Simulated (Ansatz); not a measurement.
Predict the output of the script below (Ansatz's Python interface).

The script, `camg_cohesive.py`:
```python
"""Binding of CaMg against spin-polarised atoms in a box."""

from collections import Counter
import warnings

import ansatz as az

PHASES = {
    "CaMg": (
        [(3.63669366, 0.0, 0.0), (-1.81834683, 3.1494691, 0.0), (0.0, 0.0, 11.335599)],
        [
            ("Ca", (2 / 3, 1 / 3, 0.64302)),
            ("Ca", (1 / 3, 2 / 3, 0.35698)),
            ("Mg", (1 / 3, 2 / 3, 0.887458)),
            ("Mg", (2 / 3, 1 / 3, 0.112542)),
        ],
    ),
}


def build(vectors, sites):
    crystal = az.Crystal(lattice=az.Lattice.of(vectors))
    for symbol, position in sites:
        crystal = crystal.atom(symbol, position)
    return crystal


def counts(outcome):
    return Counter(site.symbol for site in outcome.lattice.sites)

UNPAIRED = {"Ca": 0, "Mg": 0}  # unpaired electrons of the free atoms


def solve(name, crystal):
    calc = crystal.calculation()
    calc = calc.accuracy("low").basis(470)
    calc = calc.functional("lda")
    calc = calc.scf(tolerance=1e-05)
    calc = calc.kpoints(spacing=0.3).occupations("fermi_dirac", width=0.02)
    if name.endswith(" atom"):
        calc = calc.kpoints(1, 1, 1).occupations("fermi_dirac", width=0.01)
        if UNPAIRED[name.split()[0]]:
            calc = calc.spin("collinear")
        return calc.run(threads=1)
    calc = calc.relax(force_tolerance=0.03, cell=True)
    return calc.run(threads=1)

warnings.simplefilter("ignore", az.DeckWarning)

phases = {name: build(*cell) for name, cell in PHASES.items()}
# free atoms: a low-symmetry box, moments by the rule of Hund
for element, moment in UNPAIRED.items():
    phases[f"{element} atom"] = az.Lattice.orthorhombic(10.0, 10.5, 11.0).atom(element, (0.5, 0.5, 0.5), moment=moment or None)

done = {}
for name, crystal in phases.items():
    done[name] = solve(name, crystal)
    print(f"{name}: {done[name].report['energy_sigma0_ev']:.4f} eV, {len(done[name].lattice.sites)} atoms")

print({element: round(done[f"{element} atom"].report["magnetization_mub"], 2) for element in UNPAIRED}, "muB on the free atoms")
solid = done["CaMg"]
n = counts(solid)
binding = (sum(k * done[f"{e} atom"].report["energy_sigma0_ev"] for e, k in n.items()) - solid.report["energy_sigma0_ev"]) / sum(n.values())
print(f"cohesive energy {binding:.3f} eV/atom = {96.4853 * binding:.0f} kJ/mol of atoms (no zero-point energy)")
```

```console
$ python camg_cohesive.py
CaMg: -7348.1178 eV, 4 atoms
Ca atom: -1770.4257 eV, 1 atoms
Mg atom: -1899.8410 eV, 1 atoms
{'Ca': 0.0, 'Mg': 0.0} muB on the free atoms
cohesive energy 1.896 eV/atom = 183 kJ/mol of atoms (no zero-point energy)
```

Notes:
- These settings explore the input space; cutoff and mesh may be short of convergence.
- Other magnetic orders than the one started from may lie lower.
- For the metals among these phases the mesh is modest: differences between phases can be off by up to 40 meV an atom.
- The program warned that this SCF threshold is loose for forces or stresses.
- The cells come from databases of deposited and of computed structures, and not all need be stable phases.
- Free atoms in a box carry small image and symmetry errors, and spin-orbit coupling is left out.
- The script silences the warnings on its input, which a real study should read.
- Wall time of the script: 25 s on 1 thread of Arm Neoverse V1, with other jobs on the host, peak memory 0.61 GiB.
